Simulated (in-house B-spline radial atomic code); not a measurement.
# Hf⁴²⁺: excited configurations in jj coupling

Wanted: excitation energies of Hf⁴²⁺ as differences of total energies (ΔSCF).

The numbers are computed with in-house B-spline radial atomic code version 1 (Dirac-Hartree-Fock, average of configuration, Fermi nucleus, basis-set limit), except any that are marked as measured or tabulated.

## (1) What is computed

| Property | Result |
| --- | --- |
| element | hafnium (Z = 72) |
| charge | +42 |
| electrons | 30 |
| configuration | 1s2 2s2 2p6 3s2 3p6 3d10 4s2 |
| Hamiltonian | Dirac-Coulomb |
| nucleus | Fermi, rms radius 5.347 fm |

Settings of the run:

```ini
Z = 72
electrons = 30.0
configuration = 1s2 2s2 2p6 3s2 3p6 3d10 4s2
hamiltonian = dirac
method = hf
spin_polarised = False
nucleus = fermi
rms_radius = 5.347
mass_number = 180
atomic_mass = 179.946559537
speed_of_light = 137.035999084
```

The reference is known from an earlier run: -13936.895877 hartree in all. Up to eight levels, counted from the top:

```tsv
orbital	occupation	energy (eV)	<r> (bohr)
2p1/2	2	-12836.4	0.06607
2p3/2	4	-11637.2	0.07371
3s1/2	2	-4540.65	0.2039
3p1/2	2	-4308.28	0.1941
3p3/2	4	-4036.58	0.2072
3d3/2	4	-3662.52	0.1812
3d5/2	6	-3603.29	0.1853
4s1/2	2	-2163.04	0.4099
```

## (2) 1s2 2s2 2p6 3s2 3p-2 3p+3 3d10 4s2 6d-1

In configurations, a minus sign after the shell means j = l − 1/2 and a plus sign j = l + 1/2; the count of electrons follows.

Changes to the settings of step 1:

```diff
@@ -2,3 +2,3 @@
 electrons = 30.0
-configuration = 1s2 2s2 2p6 3s2 3p6 3d10 4s2
+configuration = 1s2 2s2 2p6 3s2 3p-2 3p+3 3d10 4s2 6d-1
 hamiltonian = dirac
```

The program writes no log. Results of the run, from its result record (rounded, main fields):

```text
status: converged
iterations: 8
energy [hartree]: {"total": -13817.0770342, "kinetic": 15573.9861349, "nuclear": -31883.9898722, "coulomb": 2714.83419525, "exact_exchange": -221.907492096}
breit [hartree]: {"gaunt": 16.49478, "retardation": -1.683304, "frequency_dependence": -0.2683597}
qed [hartree]: {"self_energy": 12.61026, "uehling": -2.302859, "wichmann_kroll": 0.08769331}
recoil [hartree]: 0.02768609
total_with_corrections [hartree]: -13792.1111386
orbitals [hartree, bohr; first row names the columns]:
  - ["name", "occ", "eps", "<r>"]
  - ["1s1/2", 2.0, -2495.3803, 0.018982]
  - ["2s1/2", 2.0, -494.96841, 0.079497]
  - ["2p1/2", 2.0, -475.70395, 0.066014]
  - ["2p3/2", 4.0, -431.41929, 0.073719]
  - ["3s1/2", 2.0, -169.34028, 0.20316]
  - ["3p1/2", 2.0, -161.14763, 0.19325]
  - ["3p3/2", 3.0, -151.12426, 0.20606]
  - ["3d3/2", 4.0, -137.57859, 0.18007]
  - ["3d5/2", 6.0, -135.21992, 0.18408]
  - ["4s1/2", 2.0, -80.992617, 0.40628]
  - ["6d3/2", 1.0, -28.400094, 1.0684]
sum_r [bohr^k]: {"-1": 442.8582, "1": 5.740598, "2": 2.427356}
energy_minus_base [hartree]: 119.818843
energy_minus_base_with_corrections [hartree]: 119.639098
```

Wall time 0.51 s (1 thread, shared host).

energy_minus_base is the energy less that of the reference run.

## (3) Run with 1s2 2s2 2p6 3s2 3p6 3d-3 3d+6 4s2 5p-1

Changes to the settings of step 2:

```diff
@@ -2,3 +2,3 @@
 electrons = 30.0
-configuration = 1s2 2s2 2p6 3s2 3p-2 3p+3 3d10 4s2 6d-1
+configuration = 1s2 2s2 2p6 3s2 3p6 3d-3 3d+6 4s2 5p-1
 hamiltonian = dirac
```

Main fields:

```text
status: converged
iterations: 8
energy [hartree]: {"total": -13848.3689466, "kinetic": 15610.5662173, "nuclear": -31958.7044537, "coulomb": 2722.44833385, "exact_exchange": -222.679044077}
breit [hartree]: {"gaunt": 16.60025, "retardation": -1.707202, "frequency_dependence": -0.281229}
qed [hartree]: {"self_energy": 12.63661, "uehling": -2.30327, "wichmann_kroll": 0.08771803}
recoil [hartree]: 0.02779001
total_with_corrections [hartree]: -13823.3082746
orbitals [hartree, bohr; first row names the columns]:
  - ["name", "occ", "eps", "<r>"]
  - ["1s1/2", 2.0, -2494.5907, 0.018985]
  - ["2s1/2", 2.0, -494.83812, 0.079505]
  - ["2p1/2", 2.0, -475.33191, 0.066]
  - ["2p3/2", 4.0, -431.38424, 0.073662]
  - ["3s1/2", 2.0, -169.31084, 0.20299]
  - ["3p1/2", 2.0, -160.65819, 0.19315]
  - ["3p3/2", 4.0, -150.79892, 0.20597]
  - ["3d3/2", 3.0, -137.36225, 0.17984]
  - ["3d5/2", 6.0, -135.19503, 0.18384]
  - ["4s1/2", 2.0, -80.62762, 0.40631]
  - ["5p1/2", 1.0, -45.895221, 0.68413]
sum_r [bohr^k]: {"-1": 443.8959, "1": 5.379114, "2": 1.676028}
energy_minus_base [hartree]: 88.5269302
energy_minus_base_with_corrections [hartree]: 88.4419619
```

Run time: 0.51 s. Hardware: 1 thread, shared host.

## (4) 1s2 2s2 2p6 3s2 3p6 3d-4 3d+5 4s2 6p+1

Changes to the settings of step 3:

```diff
@@ -2,3 +2,3 @@
 electrons = 30.0
-configuration = 1s2 2s2 2p6 3s2 3p6 3d-3 3d+6 4s2 5p-1
+configuration = 1s2 2s2 2p6 3s2 3p6 3d-4 3d+5 4s2 6p+1
 hamiltonian = dirac
```

Main fields:

```text
status: converged
iterations: 8
energy [hartree]: {"total": -13834.4520004, "kinetic": 15597.099257, "nuclear": -31916.5762176, "coulomb": 2707.63404605, "exact_exchange": -222.609085878}
breit [hartree]: {"gaunt": 16.61326, "retardation": -1.704525, "frequency_dependence": -0.2814246}
qed [hartree]: {"self_energy": 12.63126, "uehling": -2.302929, "wichmann_kroll": 0.08770279}
recoil [hartree]: 0.02779096
total_with_corrections [hartree]: -13809.3808633
orbitals [hartree, bohr; first row names the columns]:
  - ["name", "occ", "eps", "<r>"]
  - ["1s1/2", 2.0, -2495.1424, 0.018984]
  - ["2s1/2", 2.0, -495.34557, 0.079505]
  - ["2p1/2", 2.0, -476.00616, 0.066039]
  - ["2p3/2", 4.0, -431.78697, 0.073641]
  - ["3s1/2", 2.0, -169.82158, 0.20296]
  - ["3p1/2", 2.0, -161.45331, 0.19306]
  - ["3p3/2", 4.0, -151.17781, 0.206]
  - ["3d3/2", 4.0, -137.9269, 0.1798]
  - ["3d5/2", 5.0, -135.67694, 0.18383]
  - ["4s1/2", 2.0, -81.063288, 0.40595]
  - ["6p3/2", 1.0, -29.81106, 1.0623]
sum_r [bohr^k]: {"-1": 443.3108, "1": 5.752226, "2": 2.411181}
energy_minus_base [hartree]: 102.443876
energy_minus_base_with_corrections [hartree]: 102.369373
```

Run time: 0.54 s. Hardware: 1 thread, shared host.

## (5) 1s2 2s2 2p6 3s2 3p-1 3p+4 3d10 4s2 8f-1

Changes to the settings of step 4:

```diff
@@ -2,3 +2,3 @@
 electrons = 30.0
-configuration = 1s2 2s2 2p6 3s2 3p6 3d-4 3d+5 4s2 6p+1
+configuration = 1s2 2s2 2p6 3s2 3p-1 3p+4 3d10 4s2 8f-1
 hamiltonian = dirac
```

Main fields:

```text
status: converged
iterations: 8
energy [hartree]: {"total": -13793.6535893, "kinetic": 15526.010363, "nuclear": -31791.9062617, "coulomb": 2693.46821709, "exact_exchange": -221.225907764}
breit [hartree]: {"gaunt": 16.38018, "retardation": -1.681661, "frequency_dependence": -0.2834521}
qed [hartree]: {"self_energy": 12.62059, "uehling": -2.300518, "wichmann_kroll": 0.08759202}
recoil [hartree]: 0.02776574
total_with_corrections [hartree]: -13768.8030907
orbitals [hartree, bohr; first row names the columns]:
  - ["name", "occ", "eps", "<r>"]
  - ["1s1/2", 2.0, -2496.5087, 0.018981]
  - ["2s1/2", 2.0, -495.8095, 0.079477]
  - ["2p1/2", 2.0, -476.29523, 0.06608]
  - ["2p3/2", 4.0, -432.39385, 0.073628]
  - ["3s1/2", 2.0, -169.9681, 0.20308]
  - ["3p1/2", 1.0, -162.01676, 0.193]
  - ["3p3/2", 4.0, -151.67659, 0.206]
  - ["3d3/2", 4.0, -137.95353, 0.17988]
  - ["3d5/2", 6.0, -136.04282, 0.18394]
  - ["4s1/2", 2.0, -81.470182, 0.4059]
  - ["8f5/2", 1.0, -14.93826, 2.0178]
sum_r [bohr^k]: {"-1": 441.5793, "1": 6.699505, "2": 5.733787}
energy_minus_base [hartree]: 143.242287
energy_minus_base_with_corrections [hartree]: 142.947146
```

It took 0.68 s on 1 thread, shared host.

## (6) Configuration 1s2 2s2 2p6 3s2 3p-2 3p+3 3d10 4s2 6s1

Changes to the settings of step 5:

```diff
@@ -2,3 +2,3 @@
 electrons = 30.0
-configuration = 1s2 2s2 2p6 3s2 3p-1 3p+4 3d10 4s2 8f-1
+configuration = 1s2 2s2 2p6 3s2 3p-2 3p+3 3d10 4s2 6s1
 hamiltonian = dirac
```

Main fields:

```text
status: converged
iterations: 8
energy [hartree]: {"total": -13820.2274509, "kinetic": 15579.3807358, "nuclear": -31892.8846292, "coulomb": 2715.23874472, "exact_exchange": -221.962302281}
breit [hartree]: {"gaunt": 16.49785, "retardation": -1.683265, "frequency_dependence": -0.2682517}
qed [hartree]: {"self_energy": 12.62432, "uehling": -2.305265, "wichmann_kroll": 0.08778241}
recoil [hartree]: 0.02772395
total_with_corrections [hartree]: -13795.246554
orbitals [hartree, bohr; first row names the columns]:
  - ["name", "occ", "eps", "<r>"]
  - ["1s1/2", 2.0, -2495.3424, 0.018982]
  - ["2s1/2", 2.0, -494.97304, 0.079494]
  - ["2p1/2", 2.0, -475.68817, 0.066013]
  - ["2p3/2", 4.0, -431.41836, 0.073719]
  - ["3s1/2", 2.0, -169.33578, 0.20313]
  - ["3p1/2", 2.0, -161.13246, 0.19323]
  - ["3p3/2", 3.0, -151.11083, 0.20605]
  - ["3d3/2", 4.0, -137.55721, 0.18007]
  - ["3d5/2", 6.0, -135.2094, 0.18406]
  - ["4s1/2", 2.0, -80.982963, 0.40612]
  - ["6s1/2", 1.0, -31.550251, 1.0252]
sum_r [bohr^k]: {"-1": 442.9818, "1": 5.696858, "2": 2.312785}
energy_minus_base [hartree]: 116.668426
energy_minus_base_with_corrections [hartree]: 116.503682
```

It took 0.55 s on 1 thread, shared host.

## (7) All configurations in order

| net move | configuration | energy above the reference (eV) | with Breit, QED, recoil (eV) | largest <r> (bohr) |
| --- | --- | --- | --- | --- |
| 3d3/2 → 5p1/2 | 1s2 2s2 2p6 3s2 3p6 3d-3 3d+6 4s2 5p-1 | 2408.94 | 2406.63 | 0.684 |
| 3d5/2 → 6p3/2 | 1s2 2s2 2p6 3s2 3p6 3d-4 3d+5 4s2 6p+1 | 2787.64 | 2785.61 | 1.06 |
| 3p3/2 → 6s | 1s2 2s2 2p6 3s2 3p-2 3p+3 3d10 4s2 6s1 | 3174.71 | 3170.23 | 1.03 |
| 3p3/2 → 6d3/2 | 1s2 2s2 2p6 3s2 3p-2 3p+3 3d10 4s2 6d-1 | 3260.44 | 3255.55 | 1.07 |
| 3p1/2 → 8f5/2 | 1s2 2s2 2p6 3s2 3p-1 3p+4 3d10 4s2 8f-1 | 3897.82 | 3889.79 | 2.02 |

The lowest of them is 3d3/2 → 5p1/2 at 2408.94 eV and the highest 3p1/2 → 8f5/2 at 3897.82 eV. 5 of them lie more than 2 % above the ionisation threshold that Koopmans' theorem gives (2163.04 eV), where such states can decay by emitting an electron. These are averages over configurations, without correlation, not spectroscopic levels.
